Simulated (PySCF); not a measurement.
**KSi⁺ with other numerical set-ups**

The method stays; parts of the set-up, such as the basis or the Hamiltonian, are changed.

Method: method and basis as typed in the scripts; program: PySCF 2.14.0.

2 further runs of the same task are left out: 2 that didn't finish.

### 1 The starting structure

KSi⁺: 2 atoms, charge 1, spin multiplicity 1.

Bond lengths: K1–Si2 2.844 Å.

### 2 The base run

The input, input.py:

```python
from pyscf import gto, scf, mp

mol = gto.M(
    atom='K 0 0 0; Si 0 0 2.844',
    basis='crenbl',
    ecp={'K': 'crenbl', 'Si': 'crenbl'},
    charge=1,
    spin=0,
    verbose=4,
)
mf = scf.UHF(mol)
mf.kernel()
mp.MP2(mf).kernel()
mf.dip_moment()
print('orbital energies (hartree):', [e[max(0, n-3):n+3].round(4) for e, n in zip(mf.mo_energy, mol.nelec)])
```

Run with:

```sh
$ OMP_NUM_THREADS=1 python input.py
```

The log of this run is left out.

It gives: E(SCF) = -31.361125 Eh, 8 cycles, E(MP2) − E(SCF) = -0.06233 Eh.

The bond length is a typed value, not an optimised one. The dipole of an ion depends on the origin.

### 3 Ano-rcc-vdzp (core potential off, X2C on)

Run 1 changes basis set: crenbl → ano-rcc-vdzp; core potential: on → off; spin-free X2C: off → on. The core potential changes with it: totals don't compare.

The input, input.py:

```python
from pyscf import gto, scf, mp

mol = gto.M(
    atom='K 0 0 0; Si 0 0 2.844',
    basis='ano-rcc-vdzp',
    charge=1,
    spin=0,
    verbose=4,
)
mf = scf.UHF(mol)
mf = mf.sfx2c1e()
mf.kernel()
mp.MP2(mf).kernel()
mf.dip_moment()
print('orbital energies (hartree):', [e[max(0, n-3):n+3].round(4) for e, n in zip(mf.mo_energy, mol.nelec)])
```

Run with:

```sh
$ OMP_NUM_THREADS=1 python input.py
```

### 4 3-21g (core potential off)

Run 2 changes basis set: crenbl → 3-21g; core potential: on → off. The core potential changes with it: totals don't compare.

input.py: that of step 2 with these lines changed.

```diff
@@ -4,4 +4,3 @@
     atom='K 0 0 0; Si 0 0 2.844',
-    basis='crenbl',
-    ecp={'K': 'crenbl', 'Si': 'crenbl'},
+    basis='3-21g',
     charge=1,
```

### 5 Sto-3g (core potential off)

Run 3 changes basis set: crenbl → sto-3g; core potential: on → off. The core potential changes with it: totals don't compare.

input.py: that of step 2 with these lines changed.

```diff
@@ -4,4 +4,3 @@
     atom='K 0 0 0; Si 0 0 2.844',
-    basis='crenbl',
-    ecp={'K': 'crenbl', 'Si': 'crenbl'},
+    basis='sto-3g',
     charge=1,
```

Before running it: what results should come out? Wanted: for each run, E(SCF); from base; gap; after the SCF.

As calculated:

| run | E(SCF) (hartree) | from base (eV) | cycles | gap (eV) | functions | after the SCF |
| --- | --- | --- | --- | --- | --- | --- |
| base | -31.361125 | 0 | 8 | 6.85 | 33 | MP2 correlation -1.696 eV |
| ano-rcc-vdzp (core potential off, X2C on) | -890.699013 | not comparable | 9 | 6.94 | 40 | MP2 correlation -6.534 eV |
| 3-21g (core potential off) | -883.275769 | not comparable | 9 | 6.76 | 30 | MP2 correlation -0.860 eV |
| sto-3g (core potential off) | -878.492347 | not comparable | 9 | 9.23 | 22 | MP2 correlation -1.029 eV |

What this shows: Total energies from different bases, Hamiltonians or methods carry different errors, so properties are taken as differences within one set-up.
